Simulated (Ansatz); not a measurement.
Runs of Ansatz 0.2.0 on In3As. It takes space group Pm-3m (No. 221, cubic). The conventional cell has a = 4.672 Å, b = 4.672 Å, c = 4.672 Å, α = 90.00°, β = 90.00°, γ = 90.00°. In (site symmetry 4/mmm) is surrounded by 8 In at 3.30 Å and 4 As at 3.30 Å. Around As (site symmetry m-3m) lie 12 In at 3.30 Å. The cell comes from a database or a generator and needn't be the stable form of this composition.

| task | level | potentials or basis | spin | cell | k mesh | cutoff (eV) | pressure (GPa) |
| --- | --- | --- | --- | --- | --- | --- | --- |
| band structure | PBEsol | all-electron LAPW, scalar-relativistic | off | as given | 6 × 6 × 6 | 158 | -2.4 |
| band structure | LDA | all-electron LAPW, scalar-relativistic | off | as given | 6 × 6 × 6 | 158 | (a) |
| relaxation of cell and atoms | PBEsol | all-electron LAPW, scalar-relativistic | off | relaxed to 30 GPa | 6 × 6 × 6 | - | 30.0 |
| relaxation of cell and atoms | PBEsol | all-electron LAPW, scalar-relativistic | off | relaxed to 10 GPa | 6 × 6 × 6 | - | 10.0 |
| band structure | PBEsol | all-electron LAPW, scalar-relativistic | off | as given | 4 × 4 × 4 | 158 | (b) |
| relaxation of cell and atoms | PBEsol | all-electron LAPW, scalar-relativistic | off | relaxed to 20 GPa | 6 × 6 × 6 | - | 20.0 |
| band structure | PBE | all-electron LAPW, scalar-relativistic | off | as given | 6 × 6 × 6 | 158 | 0.6 |
| band structure | PBEsol | all-electron LAPW, relativistic spinors | SOC, no magnetisation | as given | 4 × 4 × 4 | 158 | -3.1 |

Alike in all rows: smearing fermi-dirac 0.05 eV; basis error allowed 0.002 eV/atom.

Task: Estimate the missing entries.

Result: (a) -3.9; (b) -3.0.

Caveats: the k mesh is thin for a metal, which can move the energy by tens of meV per atom (some runs).
